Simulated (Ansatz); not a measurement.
**AlGaH4O: how energies converge with the basis set**

The task here is to estimate one member of a computed series from the others.

Program: Ansatz 0.2.0, Gaussian basis. Level of theory: one geometry, several basis sets. These are calculated values, not measurements.

The runs, in order: PBE0-D4/def2-SVP; ωB97M-V/def2-SVP; PBE0-D4/def2-QZVPP; ωB97M-V/def2-QZVPP; the functionals' def2-TZVPP values are taken from earlier runs.

## Structure used throughout

An earlier PBE0-D4 in a triple-zeta def2 set relaxation fixed the geometry.

SMILES `[AlH2][O][GaH2]`, 7 atoms, charge 0, spin multiplicity 1.

Atoms are counted from 1 here; the program's logs count them from 0.

Bond lengths: Al1–O2 1.675 Å, Al1–H4 1.584 Å, Al1–H5 1.584 Å, O2–Ga3 1.768 Å, Ga3–H6 1.561 Å, Ga3–H7 1.561 Å. Angles: O2–Al1–H4 118.7°, O2–Al1–H5 118.7°, H4–Al1–H5 122.6°, Al1–O2–Ga3 179.9°, O2–Ga3–H6 115.8°, O2–Ga3–H7 115.9°, H6–Ga3–H7 128.3°.

The first run:

File in.yaml:

```yaml
crystal:
  periodic: [false, false, false]
  atoms:
    - {symbol: Al, position_ang: [-1.411631, 0.052530, -0.931241]}
    - {symbol: O, position_ang: [-0.013233, 0.000721, -0.011125]}
    - {symbol: Ga, position_ang: [1.461117, -0.054566, 0.963222]}
    - {symbol: H, position_ang: [-2.448950, -1.138117, -0.807009]}
    - {symbol: H, position_ang: [-1.644686, 1.290999, -1.890802]}
    - {symbol: H, position_ang: [1.372313, 0.615894, 2.370481]}
    - {symbol: H, position_ang: [2.685069, -0.767461, 0.306474]}
basis:
  gaussian: {orbitals: def2-SVP}
hamiltonian: {xc: pbe0, dispersion: d4}
output: {orbitals: {seedname: orbitals}}
```

The run is started by

```
$ ansatz run in.yaml --threads 2 --pin off --events-out ev --progress --plain --max-ram 4352MiB
```

Steps of the session up to this table: PBE0-D4 in def2-SVP; ωB97M-V in def2-SVP; PBE0-D4 in def2-QZVPP; ωB97M-V in def2-QZVPP.

One of the session's tables, all rows but one given; the rest of the session is left out.

| functional | basis | HOMO (eV) |
| --- | --- | --- |
| PBE0-D4 | def2-SVP | -7.92 |
| PBE0-D4 | def2-TZVPP | -7.98 |
| PBE0-D4 | def2-QZVPP | -7.98 |
| ωB97M-V | def2-SVP | ? |
| ωB97M-V | def2-TZVPP | -10.20 |
| ωB97M-V | def2-QZVPP | -10.21 |

Estimate the missing values for ωB97M-V, def2-SVP.

**Answer.** HOMO (eV): -10.09. In the column «HOMO (eV)» it lies between ωB97M-V, def2-TZVPP (-10.20) and PBE0-D4, def2-TZVPP (-7.98).
